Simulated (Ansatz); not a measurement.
# Zr6O11: the cost of one run

Program: Ansatz 0.2.0. Level of theory: DFT PBEsol, scalar-relativistic, plane waves, PAW. These are calculated values, not measurements.

### Step 1. The starting structure

The structure is orthorhombic, space group Pmm2 (No. 25). The conventional cell has a = 3.634 Å, b = 3.637 Å, c = 15.778 Å, α = 90.00°, β = 90.00°, γ = 90.00°. Around Zr (site symmetry mm2) lie 4 O at 2.07 to 2.10 Å. Zr (site symmetry mm2) is surrounded by 8 O at 2.10 to 2.43 Å. Zr (site symmetry mm2) has 8 O at 2.10 to 2.42 Å as nearest neighbours. Around Zr (site symmetry mm2) lie 4 O at 2.09 Å. Around Zr (site symmetry mm2) lie 8 O at 2.09 to 2.42 Å. Zr (site symmetry mm2) is surrounded by 6 O at 2.10 to 2.39 Å. O (site symmetry mm2) is surrounded by 2 Zr at 2.07 Å. Around O (site symmetry mm2) lie 4 Zr at 2.09 to 2.42 Å. Only part of the 17 independent sites is listed.

Structure file:

```
Zr O
1.0
     3.63388    0.00000    0.00000
     0.00000    3.63705    0.00000
     0.00000    0.00000   15.77837
Zr O
6 11
Direct
  0.00000 0.50000 0.07566
  0.00000 0.50000 0.41090
  0.00000 0.50000 0.74545
  0.50000 0.00000 0.24314
  0.50000 0.00000 0.57867
  0.50000 0.00000 0.91097
  0.00000 0.00000 0.13797
  0.00000 0.00000 0.64469
  0.00000 0.00000 0.47696
  0.00000 0.00000 0.81249
  0.00000 0.00000 0.30833
  0.50000 0.50000 0.67821
  0.50000 0.50000 0.00893
  0.50000 0.50000 0.17741
  0.50000 0.50000 0.34459
  0.50000 0.50000 0.51131
  0.50000 0.50000 0.84451
```

Source of the structure: the Materials Project (structure only).

(A quick probe on a coarse mesh, which set the mesh and smearing, is not shown.)

### Step 3. A loose first relaxation

The input, input.yaml:

```yaml
crystal:
  lattice:
    - [3.633882, 0.0, 0.0]
    - [0.0, 3.637053, 0.0]
    - [0.0, 0.0, 15.778373]
  atoms:
    - { symbol: Zr, position: [0.0, 0.5, 0.075661] }
    - { symbol: Zr, position: [0.0, 0.5, 0.410896] }
    - { symbol: Zr, position: [0.0, 0.5, 0.745455] }
    - { symbol: Zr, position: [0.5, 0.0, 0.243143] }
    - { symbol: Zr, position: [0.5, 0.0, 0.578671] }
    - { symbol: Zr, position: [0.5, 0.0, 0.910969] }
    - { symbol: O, position: [0.0, 0.0, 0.137975] }
    - { symbol: O, position: [0.0, 0.0, 0.644686] }
    - { symbol: O, position: [0.0, 0.0, 0.476958] }
    - { symbol: O, position: [0.0, 0.0, 0.812491] }
    - { symbol: O, position: [0.0, 0.0, 0.308331] }
    - { symbol: O, position: [0.5, 0.5, 0.678211] }
    - { symbol: O, position: [0.5, 0.5, 0.008927] }
    - { symbol: O, position: [0.5, 0.5, 0.177412] }
    - { symbol: O, position: [0.5, 0.5, 0.344586] }
    - { symbol: O, position: [0.5, 0.5, 0.511307] }
    - { symbol: O, position: [0.5, 0.5, 0.84451] }
basis:
  ecutwfc: 420
kpoints:
  mp_grid: { grid: [6, 6, 2] }
hamiltonian:
  xc: pbesol
scf:
  occupations: { method: gaussian, width: 0.1 }
output:
  forces: true
  stress: true
  eigenvalues: true
relax:
  adjacent_minimum: "off"
  f_tol: 0.05
  max_steps: 80
  cell: { stress_tol: 0.5 }
```

On the command line:

```
ansatz run input.yaml --threads 4 --pin off --max-ram 9216MiB --backend cpu --events-out ev --progress --plain --runs-dir out
```

What time and memory should one allow on 4 threads of Intel Xeon at 2.70GHz, shared host?

About 1.9 min, with a peak of 0.98 GiB.
